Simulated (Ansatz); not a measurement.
# Li4SiN2: the cost of one run

Computed with Ansatz 0.2.0 (DFT PBE, scalar-relativistic, plane waves, PAW, unless a step names another level, unless a step's input says otherwise).

1 further run of the same task is left out (set aside as unsound or not needed). Runs told in other sessions of the task aren't counted.

## (1) Starting point

Symmetry: Cm, No. 8, monoclinic system. Conventional cell: a = 9.432 Å, b = 3.849 Å, c = 6.009 Å, α = 90.00°, β = 122.59°, γ = 90.00°. Li (site symmetry m) is surrounded by 2 N at 1.90 to 1.96 Å and 1 Si at 2.61 Å. Around Li (site symmetry m) lie 2 N at 2.08 to 2.11 Å and 1 Si at 2.43 Å. Li (site symmetry m) has 3 N at 2.01 to 2.09 Å in its first shell of neighbours. Around Li (site symmetry m) lie 3 N at 2.01 to 2.04 Å. Around Si (site symmetry m) lie 2 N at 1.70 to 1.71 Å and 2 Li at 2.43 to 2.61 Å. N (site symmetry m) is surrounded by 1 Si at 1.71 Å and 5 Li at 1.96 to 2.08 Å. N (site symmetry m) has 1 Si at 1.70 Å and 5 Li at 1.90 to 2.11 Å in its first shell of neighbours.

The space group Cm holds at a tolerance of 0.01 Å; at 0.001 Å the coordinates give P1. 

As a file:

```xyz
7
Lattice="3.8337 0.2505 0.2324 1.5919 4.8239 0.3563 1.5281 1.3217 5.2386" Properties=species:S:1:pos:R:3 pbc="T T T"
Li    5.3092    4.2733    3.3915
Li    3.6336    2.7860    0.7887
Li    1.6927    1.3846    2.4460
Li    3.4891    2.1865    3.8160
Si    3.0898    6.2641    5.9521
N     3.6605    1.1652    2.0932
N     5.3482    2.7007    4.4653
```

It came out lowest among 26 distinct ends of the trial cells. At a tolerance of 0.02 Å it has space group Cm (No. 8).

## (2) A stricter relaxation, on the response runs' mesh and smearing

Contents of input.yaml:

```yaml
crystal:
  lattice:
    - [3.8337364699, 0.250524443, 0.2324068919]
    - [1.5919123349, 4.8238734324, 0.3563175908]
    - [1.5280839161, 1.3216715616, 5.238551324]
  atoms:
    - { symbol: Li, position: [0.8758804387, 0.6864309751, 0.5618643611] }
    - { symbol: Li, position: [0.6990495445, 0.5181458876, 0.0842939471] }
    - { symbol: Li, position: [0.199139534, 0.1540543052, 0.447608752] }
    - { symbol: Li, position: [0.5373719701, 0.2367186825, 0.6885008409] }
    - { symbol: Si, position: [-0.0386886215, 1.0075708984, 1.0693984818] }
    - { symbol: "N", position: [0.7690105998, 0.1033964688, 0.3584292618] }
    - { symbol: "N", position: [0.9582365341, 0.2936827826, 0.7899043553] }
basis:
  ecutwfc: 420
kpoints:
  mp_grid: { grid: [8, 6, 6] }
hamiltonian:
  xc: pbe
scf:
  occupations: { method: fixed }
output:
  forces: true
  stress: true
  eigenvalues: true
relax:
  adjacent_minimum: "off"
  f_tol: 0.001
  max_steps: 60
  cell: { stress_tol: 0.01 }
```

Run with:

```sh
$ ansatz run input.yaml --threads 3 --pin off --max-ram 7680MiB --backend cpu --events-out ev --progress --plain --runs-dir out
```

What time and memory should one allow on 3 threads of Intel Xeon 6975P-C (Granite Rapids), shared host?

About 25 s, with a peak of 0.58 GiB.
